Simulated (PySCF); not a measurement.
# O4W ([WO4]2-): the cost of one run

Computed with PySCF 2.14.0 and routines of our own; the level stands in each step. Atoms count from 0.

4 further runs of the same task are left out: 4 for a known fault of the program.

## Step 1: The starting structure

5 atoms, charge -2, multiplicity 1; geometry from: GFN2-xTB.

## Step 2: Geometry optimisation at PBE0-D3(BJ)/def2-SVP

Job settings and geometry (Å):

```
{"job": {"xc": "PBE0", "basis": "def2-SVP", "d3": "d3bj", "grid": 1, "maxiter": 30, "shake": 0.03, "kind": "geom"}, "charge": -2, "multiplicity": 1}
W      0.061180    -0.077340     0.012670
O     -0.005780    -0.032260     1.797030
O      1.635900     0.004660    -0.637250
O     -0.757650     1.482830    -0.591630
O     -0.858800    -1.488370    -0.642950
```

Command:

```sh
> OMP_NUM_THREADS=1 python heavy_run.py task.json out
```

One launch serves the whole session: the jobs run in the order shown.

**Question.** How long does this first job take on 1 thread of Intel Xeon Platinum 8259CL at 2.50GHz, shared host, and how much memory does it need?

About 43 s, with a peak of 0.35 GiB.
